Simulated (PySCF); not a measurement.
**TiOF2 (SMILES [O]=[Ti]([F])[F]) at 6 levels**

Wanted: a comparison of 6 runs (HF/STO-3G, B3LYP/6-31G*, CAM-B3LYP/cc-pVDZ, PBE/cc-pVDZ, PBE0/cc-pVDZ, CCSD(T)/cc-pVDZ) of TiOF2. The job is set up through a Python script.

Program for the calculation: PySCF 2.14.0.

3 further runs of the same task are left out: 3 set aside as unsound or not needed.

## Step 1: The system as given

The species is TiOF2 (4 atoms), meant as a singlet with charge 0. As SMILES, `[O]=[Ti]([F])[F]`. The shape comes from GFN2-xTB, which is rough for such elements, and wasn't checked as a minimum.

Bond lengths: O1–Ti2 1.596 Å, Ti2–F3 1.722 Å, Ti2–F4 1.721 Å. Angles: O1–Ti2–F3 111.7°, O1–Ti2–F4 111.8°, F3–Ti2–F4 113.6°.

## Step 2: A single-point energy at HF/STO-3G (run 1)

File job.py:

```python
from pyscf import gto, scf

molecule = gto.Mole()
molecule.atom = [
    ('O', (0.126060, 0.507440, 1.465250)),
    ('Ti', (-0.303530, -0.166110, 0.083020)),
    ('F', (0.833410, -1.354510, -0.428040)),
    ('F', (-0.655940, 1.013190, -1.120230)),
]
molecule.basis = 'sto-3g'
molecule.max_memory = 1860
molecule.charge = 0
molecule.verbose = 3
molecule.spin = 0
molecule.build()

hf = scf.RHF(molecule)
hf.conv_tol = 1e-10
hf.kernel()
if not hf.converged:
    hf = hf.newton().run(hf.mo_coeff, hf.mo_occ)

etot = hf.e_tot
print(f'total energy: {etot:.8f} hartree')
```

On the command line:

```
OMP_NUM_THREADS=1 python job.py
```

The log of the run:

```text
converged SCF energy = -1109.92142694758
total energy: -1109.92142695 hartree
```

Run time: 0.73 s. Hardware: 1 thread of Intel Xeon at 2.70GHz, shared host; peak memory 0.1 GiB.

## Step 3: The energy at B3LYP/6-31G(d) (spherical functions) (run 2)

File run.py:

```python
from pyscf import gto, dft

mol = gto.Mole()
mol.atom = '''
O      0.238219     0.958923     2.768921
Ti    -0.573589    -0.313902     0.156885
F      1.574917    -2.559653    -0.808878
F     -1.239547     1.914652    -2.116928
'''
mol.max_memory = 1860
mol.verbose = 3
mol.spin = 0
mol.unit = 'bohr'
mol.basis = '6-31g*'
mol.build()

mf = dft.RKS(mol)
mf.xc = 'b3lyp'
mf.grids.level = 5
mf.conv_tol = 1e-10
mf.kernel()
if not mf.converged:
    mf = mf.newton().run(mf.mo_coeff, mf.mo_occ)

e_final = mf.e_tot
print('E = %.10f Eh' % e_final)
```

On the command line:

```
OMP_NUM_THREADS=1 python run.py
```

The log of the run:

```text
converged SCF energy = -1124.48820744166
E = -1124.4882074417 Eh
```

It took 13 s on 1 thread of Intel Xeon at 2.70GHz, shared host; peak memory 0.39 GiB.

## Step 4: The energy at CAM-B3LYP/cc-pVDZ (run 3)

File calc.py:

```python
from pyscf import gto, dft

molecule = gto.Mole()
molecule.atom = [
    ('O', (0.126060, 0.507440, 1.465250)),
    ('Ti', (-0.303530, -0.166110, 0.083020)),
    ('F', (0.833410, -1.354510, -0.428040)),
    ('F', (-0.655940, 1.013190, -1.120230)),
]
molecule.max_memory = 1860
molecule.spin = 0
molecule.charge = 0
molecule.verbose = 4
molecule.basis = 'cc-pvdz'
molecule.build()

mf = dft.RKS(molecule)
mf.xc = 'cam-b3lyp'
mf.conv_tol = 1e-10
mf.grids.level = 5
mf.kernel()
if not mf.converged:
    mf = mf.newton().run(mf.mo_coeff, mf.mo_occ)

e_tot = mf.e_tot
print('E = %.10f Eh' % e_tot)
```

On the command line:

```
OMP_NUM_THREADS=1 python calc.py
```

The log of the run:

```text
PySCF version 2.14.0

[... 80 lines left out ...]
converged SCF energy = -1124.54611591109
E = -1124.5461159111 Eh
```

Run time: 46 s. Hardware: 1 thread of Intel Xeon at 2.70GHz, shared host; peak memory 0.43 GiB.

Runs 4 to 5 aren't shown in full; the table further down has their settings and results.

## Step 5: The energy at CCSD(T)/cc-pVDZ (run 6)

File job.py:

```python
from pyscf import gto, scf, cc

mol = gto.Mole()
mol.atom = '''
O      0.126060     0.507440     1.465250
Ti    -0.303530    -0.166110     0.083020
F      0.833410    -1.354510    -0.428040
F     -0.655940     1.013190    -1.120230
'''
mol.basis = 'cc-pvdz'
mol.max_memory = 1860
mol.verbose = 3
mol.build()

mf = scf.RHF(mol)
mf.conv_tol = 1e-10
mf.kernel()
if not mf.converged:
    mf = mf.newton().run(mf.mo_coeff, mf.mo_occ)

mycc = cc.CCSD(mf, frozen=8)
mycc.kernel()
e_t = mycc.ccsd_t()
e_final = mycc.e_tot + e_t
print('E = %.10f Eh' % e_final)
```

On the command line:

```
OMP_NUM_THREADS=1 python job.py
```

The log of the run:

```text
converged SCF energy = -1122.30846892259
E(CCSD) = -1123.210174929935  E_corr = -0.9017060073484982
CCSD(T) correction = -0.0445343051577914
E = -1123.2547092351 Eh
```

Wall time 34 s (1 thread of Intel Xeon at 2.70GHz, shared host); peak memory 0.45 GiB.

## Step 6: All runs side by side

| run | level | integration grid | frozen core orbitals | energy (Eh) | dipole moment (D) of the reference | HOMO energy (eV) | LUMO energy (eV) | wall time |
| --- | --- | --- | --- | --- | --- | --- | --- | --- |
| 1 | HF/STO-3G | – | – | -1109.921427 | 4.36 | -8.24 | 4.15 | 0.73 s |
| 2 | B3LYP/6-31G* (spherical functions) | 5 | – | -1124.488207 | 3.98 | -8.62 | -3.20 | 13 s |
| 3 | CAM-B3LYP/cc-pVDZ | 5 | – | -1124.546116 | 4.02 | -10.89 | -2.42 | 46 s |
| 4 | PBE/cc-pVDZ | 5 | – | -1124.129357 | 3.77 | -7.66 | -4.06 | 17 s |
| 5 | PBE0/cc-pVDZ | 5 | – | -1124.114619 | 4.02 | -9.42 | -3.26 | 19 s |
| 6 | CCSD(T)/cc-pVDZ | – | 8 | -1123.254709 | 4.76 | -13.65 | -0.83 | 34 s |

## Step 7: Results

| quantity | value |
| --- | --- |
| run 6: total energy | -1123.25471 Eh |
| run 6: dipole moment (Hartree–Fock density) | 4.76 D |
| run 6: HOMO energy (Hartree–Fock orbitals) | -13.65 eV |
| run 6: LUMO energy (Hartree–Fock orbitals) | -0.83 eV |
| run 6: HOMO–LUMO gap (Hartree–Fock orbitals) | 12.82 eV |
| run 6: correlation energy (8 core orbitals frozen) | -946.2 mEh |
| run 6: (T) correction | -44.53 mEh |
| run 6: T1 diagnostic | 0.027 |

In words: Over runs 1, 2, 3, 4, 5 the dipole moment (its size) runs from 3.77 D (PBE/cc-pVDZ) to 4.36 D (HF/STO-3G). The two ends differ in method and basis. Over runs 1, 2, 3, 4, 5 the HOMO–LUMO gap runs from 3.59 eV (PBE/cc-pVDZ) to 12.38 eV (HF/STO-3G). Totals of different functionals can't be ranked against each other. In run 1 the basis is minimal, so the values are rough. All runs together took 2.2 min, the longest 46 s.
